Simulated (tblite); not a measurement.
# C2H13NOSi3: the cost of one run

Computed with tblite 0.8.0 and PySCF 2.14.0, with density-fitted response routines of our own, on a single molecule in the gas phase. Atoms are numbered from 0 throughout.

## Step 1: The molecule as given

20 atoms, charge 0, multiplicity 1; geometry from: force field or distance geometry start.

Bonds of the start (Å): C0–C1 1.51, C1–O2 1.36, O2–Si3 1.72, Si3–N4 1.77, N4–Si5 1.79, N4–Si6 1.76, C0–H7 1.10, C0–H8 1.12, C0–H9 1.11, C1–H10 1.13, C1–H11 1.13, Si3–H12 1.46, Si3–H13 1.48, Si5–H14 1.48, Si5–H15 1.45, Si5–H16 1.48, Si6–H17 1.45, Si6–H18 1.48, Si6–H19 1.46.

## Step 2: Geometry optimisation with GFN2-xTB

Job settings and geometry (Å):

```
{"job": {"kind": "relax", "xc": "GFN2-xTB", "basis": "xTB"}, "charge": 0, "multiplicity": 1}
C      3.193200     0.645200    -0.196800
C      2.216000    -0.500400    -0.050700
O      0.954100     0.003700    -0.173000
Si    -0.289400    -1.170300    -0.034300
N     -1.841600    -0.398000    -0.402600
Si    -1.659400     1.095200    -1.366000
Si    -2.910200    -0.213200     0.983900
H      3.123900     1.037800    -1.217900
H      2.932600     1.482300     0.498200
H      4.246700     0.346000     0.000800
H      2.428300    -1.234000    -0.878400
H      2.353600    -1.070500     0.919500
H     -0.046600    -2.190600    -1.052200
H     -0.244600    -1.711600     1.337700
H     -2.591000     2.167800    -0.957400
H     -1.813400     0.722500    -2.762500
H     -0.245000     1.506900    -1.205700
H     -2.539700     0.857700     1.888300
H     -3.022400    -1.460300     1.775500
H     -4.250100     0.094400     0.480800
```

Started as:

```sh
OMP_NUM_THREADS=1 python probes_run.py task.json out
```

The driver reads the jobs from task.json and runs them one after another.

Q: Estimate the wall time of this first job on 1 thread of Arm Neoverse N1, shared host.

About 2.6 s.
